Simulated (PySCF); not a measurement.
# C3H6BNS (BMe2(NCS)): the cost of one run

Computed with PySCF 2.14.0 and routines of our own; the level stands in each step. Atoms count from 0.

### 1 The starting structure

12 atoms, charge 0, multiplicity 1; geometry from: GFN2-xTB.

### 2 Magnetic properties: GIAO BP86/def2-SVP

The job: settings as JSON, then the geometry in Å.

```
{"job": {"kind": "mag", "xc": "BP86", "basis": "def2-SVP"}, "charge": 0, "multiplicity": 1}
B      0.030720     0.060410     0.001410
C      1.610550     0.017300    -0.024910
H      1.996770     0.213380     0.974760
H      2.027170     0.786740    -0.670240
H      2.009170    -0.944140    -0.338130
C     -0.779950     1.416900     0.017170
H     -0.819190     1.828550    -0.991060
H     -0.299830     2.170880     0.636350
H     -1.806560     1.300060     0.353690
N     -0.674860    -1.143050     0.008110
C     -1.261160    -2.178540     0.012970
S     -2.032830    -3.528500     0.019890
```

With the program's defaults for keys left out, this is: GIAO BP86/def2-SVP magnetisability, rotational g tensor and spin-rotation constants, non-relativistic, gas phase.

Launch:

```console
$ OMP_NUM_THREADS=1 python excited_run.py task.json out
```

The driver reads the jobs from task.json and runs them one after another.

Q: Estimate the wall time and peak memory of this first job on 1 thread of Arm Neoverse V1, shared host.

About 16 s, with a peak of 0.42 GiB.
